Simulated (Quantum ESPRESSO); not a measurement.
Crystal: AgRh.

```
Ag Rh
1.0
     2.77759    0.00000    0.00000
    -1.38879    2.40546    0.00000
     0.00000    0.00000    4.80860
Ag Rh
1 1
Direct
  0.00000 0.00000 0.50000
  0.66667 0.33333 0.00000
```

The cell comes from a database or a generator and needn't be the stable form of this composition.

Base run:

| Property | Result |
| --- | --- |
| Program | Quantum ESPRESSO 7.5 |
| Functional | PBE |
| Potentials or basis | SSSP 1.3 efficiency PBE |
| Cutoff | 816 eV |
| Density cutoff | 3265 eV |
| k mesh | 11 × 11 × 6 |
| Occupations | fermi-dirac, width 0.05 eV |
| Spin | no spin polarisation |

Its results: band gap on the k mesh none (metal or under the smearing width); pressure -2.7 GPa.

Q: After a change of settings the same cell gave: band gap on the k mesh none (metal or under the smearing width); pressure -2.1 GPa. Which change was it?
A. potentials or basis from SSSP 1.3 efficiency PBE to PseudoDojo 0.4.1 SR PBE standard; cutoff from 816 eV to 1197 eV; density cutoff from 3265 eV to 4789 eV; k mesh from 11 × 11 × 6 to 9 × 9 × 5
B. functional from PBE to PBEsol; potentials or basis from SSSP 1.3 efficiency PBE to GBRV 1.5 PBEsol; cutoff from 816 eV to 762 eV; density cutoff from 3265 eV to 6095 eV; valence electrons from 36 to 34
C. functional from PBE to PBEsol; potentials or basis from SSSP 1.3 efficiency PBE to PseudoDojo 0.4.1 SR PBEsol standard; cutoff from 816 eV to 1197 eV; density cutoff from 3265 eV to 4789 eV

A: A.

Caveats: the Wannier minimisation didn't converge (some runs).

Not every run made on this cell is shown here.
